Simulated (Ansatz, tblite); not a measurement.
**The cluster Be₁₀+: one state, many levels**

One table from this session's results is given with a row withheld; the runs are named, their logs left out.

Computed with Ansatz 0.2.0, Gaussian basis. Level: as each input shows.

Plan: GFN1-xTB, GFN2-xTB, PBE/def2-TZVP, r2SCAN/def2-TZVP, BLYP/def2-TZVP, PBE-QIDH/def2-TZVP, HF/def2-TZVP, PBE/def2-SVP, PBE0/def2-SVP, MP2/def2-TZVP.

6 further runs of the same task are left out: 2 that didn't finish, 4 set aside as unsound or not needed. Runs told in other sessions of the task aren't counted.

### The geometry

The geometry is that of the doublet, from an earlier relaxation (PBE/def2-SVP). At that level it is the lowest of the isomers that a small search found.

10 atoms, charge 1, spin multiplicity 2.

Bond lengths: Be1–Be4 2.242 Å, Be1–Be5 2.098 Å, Be1–Be6 2.098 Å, Be1–Be8 2.243 Å, Be1–Be9 2.130 Å, Be2–Be3 2.098 Å, Be2–Be5 2.243 Å, Be2–Be7 2.130 Å, Be2–Be8 2.098 Å, Be2–Be10 2.243 Å, Be3–Be4 2.242 Å, Be3–Be8 2.243 Å, Be3–Be9 2.130 Å, Be3–Be10 2.098 Å, Be4–Be6 2.098 Å, Be4–Be9 2.130 Å, Be4–Be10 2.098 Å, Be5–Be6 2.243 Å and more. Angles: Be4–Be1–Be5 102.8°, Be4–Be1–Be6 57.7°, Be4–Be1–Be8 90.0°, Be4–Be1–Be9 58.2°, Be5–Be1–Be6 64.6°, Be5–Be1–Be8 57.7°, Be5–Be1–Be9 112.3°, Be6–Be1–Be8 102.8°, Be6–Be1–Be9 112.3°, Be8–Be1–Be9 58.2°, Be3–Be2–Be5 102.8°, Be3–Be2–Be7 112.3°, Be3–Be2–Be8 64.6°, Be3–Be2–Be10 57.7°, Be5–Be2–Be7 58.2°, Be5–Be2–Be8 57.7°, Be5–Be2–Be10 90.0°, Be7–Be2–Be8 112.3° and more.

The ion is computed in the gas phase, without counter-ions or solvent.

PBE0/def2-TZVP was run before; its log isn't repeated, and its numbers join the tables.

The first run:

Tight binding, by tblite at 300 K electronic temperature and without a spin-polarisation term:

```python
tblite.interface.Calculator('GFN1-xTB', numbers, positions, charge=1, uhf=1).singlepoint()
```

Tight binding, by tblite at 300 K electronic temperature and without a spin-polarisation term:

```python
tblite.interface.Calculator('GFN2-xTB', numbers, positions, charge=1, uhf=1).singlepoint()
```

start.molden holds the orbitals of an earlier run on this state, given as this run's starting guess.

Contents of in.yaml:

```yaml
crystal:
  periodic: [false, false, false]
  atoms:
    - {symbol: Be, position_ang: [0.807525, 1.436304, 0.728908]}
    - {symbol: Be, position_ang: [0.210318, -1.185548, -1.340522]}
    - {symbol: Be, position_ang: [-1.417238, 0.117360, -1.106300]}
    - {symbol: Be, position_ang: [-1.283441, 0.695642, 1.056191]}
    - {symbol: Be, position_ang: [1.783465, -0.253002, -0.042536]}
    - {symbol: Be, position_ang: [0.399276, -0.368285, 1.718023]}
    - {symbol: Be, position_ang: [0.811358, -2.068432, 0.502438]}
    - {symbol: Be, position_ang: [0.674017, 0.858278, -1.433783]}
    - {symbol: Be, position_ang: [-0.811368, 2.068395, -0.502854]}
    - {symbol: Be, position_ang: [-1.173913, -1.300702, 0.420455]}
basis:
  gaussian: {orbitals: def2-TZVP, initial_orbitals: start.molden}
total_charge: 1
magnetization: {spin_polarized: true, initial_magnetization: 1}
hamiltonian: {xc: pbe}
scf: {omitted_lower_state_checks: [starts]}
output: {forces: true, orbitals: {seedname: orbitals}}
```

Started as:

```sh
$ ansatz run in.yaml --threads 4 --pin off --events-out ev --progress --plain --max-ram 4787MiB
```

Steps of the session up to this table: PBE/def2-TZVP; r2SCAN/def2-TZVP; BLYP/def2-TZVP; PBE-QIDH/def2-TZVP; HF/def2-TZVP; PBE/def2-SVP; PBE0/def2-SVP; MP2/def2-TZVP.

One of the session's tables, all rows but one given; the rest of the session is left out.

```
           level  HOMO (eV)  LUMO (eV)  gap (eV)
    HF/def2-TZVP     -10.32      -4.88      5.43
    PBE/def2-SVP      -9.03      -8.61      0.43
   PBE/def2-TZVP      -9.08      -8.67      0.42
  BLYP/def2-TZVP      -8.72      -8.41      0.32
r2SCAN/def2-TZVP      -9.23      -8.45      0.78
   PBE0/def2-SVP          ?          ?         ?
  PBE0/def2-TZVP      -9.59      -7.94      1.66
```

Estimate the missing values for PBE0/def2-SVP.

**Answer.** HOMO (eV): -9.48; LUMO (eV): -7.90; gap (eV): 1.59. In the column «HOMO (eV)» it lies between PBE0/def2-TZVP (-9.59) and r2SCAN/def2-TZVP (-9.23).
